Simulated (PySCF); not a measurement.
# SiClOF2 (SMILES [O][Si](F)(F)Cl): UMP2/6-31G

Aim: the vertical ionisation energy of SiClOF2 at UMP2/6-31G, from 2 runs. 

The calculation is run with PySCF 2.14.0.

**1. The molecule**

SiClOF2 has 5 atoms, charge 0, and is taken as a doublet. As SMILES, `[O][Si](F)(F)Cl`. The shape is that of a PBE0-D4/def2-TZVP optimisation.

Bond lengths: O1–Si2 1.641 Å, Si2–F3 1.569 Å, Si2–F4 1.569 Å, Si2–Cl5 2.005 Å. Angles: O1–Si2–F3 112.3°, O1–Si2–F4 112.3°, O1–Si2–Cl5 102.8°, F3–Si2–F4 106.3°, F3–Si2–Cl5 111.7°, F4–Si2–Cl5 111.7°.

**2. A single-point energy at UMP2/6-31G**

job.py

```python
from pyscf import gto, scf, mp

molecule = gto.M(
    atom='''
O       -0.173100       0.048700       1.622400
Si       0.071000      -0.092200       0.005600
F       -0.374600      -1.493300      -0.542700
F        1.581700       0.074400      -0.383900
Cl      -1.055100       1.388700      -0.742800
''',
    spin=1,
    max_memory=1860,
    basis='6-31g',
    verbose=3,
)

mf = scf.UHF(molecule)
mf.conv_tol = 1e-10
mf.kernel()
if not mf.converged:
    mf = mf.newton().run(mf.mo_coeff, mf.mo_occ)

pt = mp.MP2(mf, frozen=13).run()
energy = pt.e_tot
print('E = %.10f Eh' % energy)
```

On the command line:

```console
$ OMP_NUM_THREADS=1 python job.py
```

What it wrote:

```text
converged SCF energy = -1022.09882664152  <S^2> = 0.75432428  2S+1 = 2.0043196
E(UMP2) = -1022.51685497413  E_corr = -0.418028332613672
E(SCS-UMP2) = -1022.50274027146  E_corr = -0.403913629936064
E = -1022.5168549741 Eh
```

Run time: 1.4 s. Hardware: 1 thread of Arm Neoverse V1, shared host; peak memory 0.13 GiB.

**3. The singlet cation, same level**

run.py

```python
from pyscf import gto, mp

molecule = gto.Mole()
molecule.atom = '''
O     -0.173100     0.048700     1.622400
Si     0.071000    -0.092200     0.005600
F     -0.374600    -1.493300    -0.542700
F      1.581700     0.074400    -0.383900
Cl    -1.055100     1.388700    -0.742800
'''
molecule.verbose = 4
molecule.charge = 1
molecule.basis = '6-31g'
molecule.max_memory = 1860
molecule.spin = 0
molecule.build()

mf = molecule.RHF()
mf.conv_tol = 1e-10
mf.kernel()
if not mf.converged:
    mf = mf.newton().run(mf.mo_coeff, mf.mo_occ)

pt = mp.MP2(mf, frozen=13).run()
energy = pt.e_tot
print('E(%s) = %.9f' % ('MP2', energy))
```

On the command line:

```console
$ OMP_NUM_THREADS=1 python run.py
```

What it wrote:

```text
PySCF version 2.14.0

[INPUT] num. atoms = 5
[INPUT] num. electrons = 56
[INPUT] charge = 1
[INPUT] spin (= nelec alpha-beta = 2S) = 0
[INPUT] symmetry False subgroup None
[INPUT] Mole.unit = angstrom
[INPUT] Symbol           X                Y                Z      unit          X                Y                Z       unit  Magmom
[INPUT]  1 O     -0.173100000000   0.048700000000   1.622400000000 AA   -0.327111592162   0.092029662266   3.065891664494 Bohr   0.0
[INPUT]  2 Si     0.071000000000  -0.092200000000   0.005600000000 AA    0.134170554844  -0.174232748685   0.010582466298 Bohr   0.0
[INPUT]  3 F     -0.374600000000  -1.493300000000  -0.542700000000 AA   -0.707891406262  -2.821928021813  -1.025554367801 Bohr   0.0
[INPUT]  4 F      1.581700000000   0.074400000000  -0.383900000000 AA    2.988979811225   0.140595623668  -0.725465859221 Bohr   0.0
[INPUT]  5 Cl    -1.055100000000   1.388700000000  -0.742800000000 AA   -1.993850034029   2.624262669184  -1.403688565327 Bohr   0.0

nuclear repulsion = 309.297036790672
number of shells = 29
number of NR pGTOs = 158
number of NR cGTOs = 53
basis = 6-31g
ecp = {}

******** <class 'pyscf.scf.hf.RHF'> ********
method = RHF
initial guess = minao
damping factor = 0
level_shift factor = 0
DIIS = <class 'pyscf.scf.diis.CDIIS'>
diis_start_cycle = 1
diis_space = 8
diis_damp = 0
SCF conv_tol = 1e-10
SCF conv_tol_grad = None
SCF max_cycles = 50
direct_scf = True
direct_scf_tol = 1e-13
Set gradient conv threshold to 1e-05
Initial guess from minao.
init E= -1022.60061118412
  HOMO = -0.453421494960189  LUMO = -0.428746713908371  gap/eV = 0.67143
cycle= 1 E= -1021.33780705705  delta_E= 1.26  |g|= 0.712  |ddm|= 2.43
  HOMO = -0.816631108901192  LUMO = -0.534718278387875  gap/eV = 7.67124
cycle= 2 E= -1021.45411382654  delta_E= -0.116  |g|= 0.529  |ddm|= 1.31
  HOMO = -0.791614498057986  LUMO = -0.528008740241684  gap/eV = 7.17308
cycle= 3 E= -1021.50727296741  delta_E= -0.0532  |g|= 0.108  |ddm|= 0.487
  HOMO = -0.78258587321291  LUMO = -0.473769446686533  gap/eV = 8.40332
cycle= 4 E= -1021.5143016857  delta_E= -0.00703  |g|= 0.111  |ddm|= 0.222
  HOMO = -0.776840319068777  LUMO = -0.474246412199087  gap/eV = 8.23400
cycle= 5 E= -1021.51838570849  delta_E= -0.00408  |g|= 0.0433  |ddm|= 0.112
  HOMO = -0.78007218977902  LUMO = -0.472274280444133  gap/eV = 8.37561
cycle= 6 E= -1021.52067995441  delta_E= -0.00229  |g|= 0.0181  |ddm|= 0.146
  HOMO = -0.77860012777456  LUMO = -0.471827440702941  gap/eV = 8.34771
cycle= 7 E= -1021.52131563194  delta_E= -0.000636  |g|= 0.0062  |ddm|= 0.0956
  HOMO = -0.779669510616645  LUMO = -0.472833175226443  gap/eV = 8.34944
cycle= 8 E= -1021.52141108186  delta_E= -9.54e-05  |g|= 0.00353  |ddm|= 0.0351
  HOMO = -0.779442988933571  LUMO = -0.473022242402667  gap/eV = 8.33813
cycle= 9 E= -1021.5214376308  delta_E= -2.65e-05  |g|= 0.00243  |ddm|= 0.0153
  HOMO = -0.779315452883079  LUMO = -0.473143722333698  gap/eV = 8.33136
cycle= 10 E= -1021.52145673862  delta_E= -1.91e-05  |g|= 0.0018  |ddm|= 0.0107
  HOMO = -0.778802133946904  LUMO = -0.47324009217856  gap/eV = 8.31477
cycle= 11 E= -1021.52147686757  delta_E= -2.01e-05  |g|= 0.000592  |ddm|= 0.0208
  HOMO = -0.778555452257541  LUMO = -0.473312307414574  gap/eV = 8.30609
cycle= 12 E= -1021.52147831208  delta_E= -1.44e-06  |g|= 0.000144  |ddm|= 0.00591
  HOMO = -0.778542299122444  LUMO = -0.473315742859935  gap/eV = 8.30564
cycle= 13 E= -1021.52147835709  delta_E= -4.5e-08  |g|= 7.38e-05  |ddm|= 0.000824
  HOMO = -0.778527542470588  LUMO = -0.473309093738651  gap/eV = 8.30542
cycle= 14 E= -1021.52147836251  delta_E= -5.42e-09  |g|= 2.64e-05  |ddm|= 0.000248
  HOMO = -0.778518506731095  LUMO = -0.473315870598888  gap/eV = 8.30499
cycle= 15 E= -1021.52147836343  delta_E= -9.19e-10  |g|= 7.08e-06  |ddm|= 0.000148
  HOMO = -0.778518628175444  LUMO = -0.473314856552769  gap/eV = 8.30502
cycle= 16 E= -1021.52147836347  delta_E= -3.52e-11  |g|= 2.3e-06  |ddm|= 2.19e-05
  HOMO = -0.77851832908091  LUMO = -0.473315455927706  gap/eV = 8.30499
Extra cycle  E= -1021.52147836347  delta_E= -5e-12  |g|= 1.33e-06  |ddm|= 3.9e-06
converged SCF energy = -1021.52147836347

******** <class 'pyscf.mp.mp2.RMP2'> ********
nocc = 15, nmo = 40
frozen orbitals 13
E(RMP2) = -1021.9682285383  E_corr = -0.446750174832201
E(SCS-RMP2) = -1021.95619632742  E_corr = -0.434717963948563
E_corr(same-spin) = -0.116979514442397
E_corr(oppo-spin) = -0.329770660389803
E(MP2) = -1021.968228538
```

Run time: 1.3 s. Hardware: 1 thread of Arm Neoverse V1, shared host; peak memory 0.13 GiB.

**4. Summary of results**

At UMP2/6-31G, 13 core orbitals frozen:

```
                                                                   quantity           value
                                              doublet SiClOF2: total energy  -1022.51685 Eh
                      doublet SiClOF2: dipole moment (Hartree–Fock density)          0.14 D
doublet SiClOF2: HOMO energy (Hartree–Fock orbitals) (highest over α and β)       -14.46 eV
 doublet SiClOF2: LUMO energy (Hartree–Fock orbitals) (lowest over α and β)        -0.18 eV
              doublet SiClOF2: correlation energy (13 core orbitals frozen)      -418.0 mEh
                         doublet SiClOF2: ⟨S²⟩ of the reference determinant           0.754
                                               singlet cation: total energy  -1021.96823 Eh
                        singlet cation: HOMO energy (Hartree–Fock orbitals)       -21.18 eV
                        singlet cation: LUMO energy (Hartree–Fock orbitals)       -12.88 eV
                      singlet cation: HOMO–LUMO gap (Hartree–Fock orbitals)         8.30 eV
               singlet cation: correlation energy (13 core orbitals frozen)      -446.8 mEh
                         vertical ionisation energy (to the singlet cation)       14.929 eV
```

In words: The vertical ionisation energy comes to 14.93 eV (1440 kJ/mol). Only the singlet of the ionised species was computed; a triplet could lie lower.
